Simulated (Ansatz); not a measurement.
# CH7FSiSn: up Jacob's ladder to CCSD(T)

An exercise on one series of results from a longer session: the logs are not shown, and one member is left open.

Program: Ansatz 0.2.0, Gaussian basis. Level of theory: functionals in def2-TZVPP, the program's frozen cores in correlated methods. These are calculated values, not measurements.

Plan: PBE-D4, r2SCAN-D4, PBE0-D4, B3LYP-D4, ωB97X-V, ωB97M-V, B2PLYP; CCSD(T)/def2-TZVPP; MP2/def2-QZVPP; extrapolation to the limit.

## The relaxed structure

An earlier PBE0-D4 in a triple-zeta def2 set relaxation fixed the geometry. Sn takes the def2 core potential; no spin-orbit term is included.

SMILES `FC[SiH2][SnH3]`, 11 atoms, charge 0, spin multiplicity 1.

Atoms are counted from 1 here; the program's logs count them from 0.

Bond lengths: F1–C2 1.391 Å, C2–Si3 1.902 Å, C2–H5 1.095 Å, C2–H6 1.095 Å, Si3–Sn4 2.562 Å, Si3–H7 1.488 Å, Si3–H8 1.490 Å, Sn4–H9 1.708 Å, Sn4–H10 1.705 Å, Sn4–H11 1.708 Å. Angles: F1–C2–Si3 110.2°, F1–C2–H5 108.0°, F1–C2–H6 108.2°, Si3–C2–H5 111.6°, Si3–C2–H6 110.8°, H5–C2–H6 107.9°, C2–Si3–Sn4 109.6°, C2–Si3–H7 109.8°, C2–Si3–H8 107.3°, Sn4–Si3–H7 110.7°, Sn4–Si3–H8 111.0°, H7–Si3–H8 108.5°, Si3–Sn4–H9 110.0°, Si3–Sn4–H10 111.3°, Si3–Sn4–H11 110.6°, H9–Sn4–H10 108.6°, H9–Sn4–H11 108.0°, H10–Sn4–H11 108.3°.

The first run:

The input, in.yaml:

```yaml
crystal:
  periodic: [false, false, false]
  atoms:
    - {symbol: F, position_ang: [-1.533487, 1.598702, -0.399021]}
    - {symbol: C, position_ang: [-0.467917, 1.659116, 0.493729]}
    - {symbol: Si, position_ang: [0.082385, -0.095610, 0.977503]}
    - {symbol: Sn, position_ang: [0.433915, -1.497743, -1.137200]}
    - {symbol: H, position_ang: [-0.789764, 2.235045, 1.367544]}
    - {symbol: H, position_ang: [0.350181, 2.205051, 0.012492]}
    - {symbol: H, position_ang: [-0.941903, -0.720327, 1.857036]}
    - {symbol: H, position_ang: [1.350678, 0.033736, 1.748278]}
    - {symbol: H, position_ang: [1.408650, -0.642544, -2.249415]}
    - {symbol: H, position_ang: [-1.050789, -1.867178, -1.889117]}
    - {symbol: H, position_ang: [1.223353, -2.965348, -0.761227]}
basis:
  gaussian: {orbitals: def2-TZVPP}
hamiltonian: {xc: pbe, dispersion: d4}
output: {forces: true, orbitals: {seedname: orbitals}}
```

Started as:

```
> ansatz run in.yaml --threads 4 --pin off --events-out ev --progress --plain --max-ram 10444MiB
```

Steps of the session up to this table: PBE-D4 (GGA); r2SCAN-D4 (meta-GGA); PBE0-D4 (hybrid); B3LYP-D4 (hybrid); ωB97X-V (range-separated); ωB97M-V (range-separated); B2PLYP (double hybrid); CCSD(T) in def2-TZVPP; MP2 in def2-QZVPP.

One of the session's tables, all rows but one given; the rest of the session is left out.

| method | atomisation energy (kcal/mol) |
| --- | --- |
| PBE-D4 | 783.1 |
| r2SCAN-D4 | 780.8 |
| PBE0-D4 | 774.9 |
| B3LYP-D4 | 779.6 |
| ωB97X-V | 788.8 |
| ωB97M-V | 782.1 |
| B2PLYP | 768.6 |
| HF/def2-TZVPP | ? |
| MP2/def2-TZVPP | 760.2 |
| CCSD/def2-TZVPP | 756.2 |
| CCSD(T)/def2-TZVPP | 765.5 |
| MP2/CBS | 779.9 |
| CCSD(T)/CBS | 785.2 |

Q: Estimate the row for HF/def2-TZVPP from the others.

As computed: atomisation energy (kcal/mol): 571.4. In the column «atomisation energy (kcal/mol)» it is the lowest.

To keep in mind: Free atoms (1 F, 1 C, 1 Si, 1 Sn, 7 H) were run apart at each level; the atomisation energy is their sum less the molecule, without zero-point or spin-orbit terms.
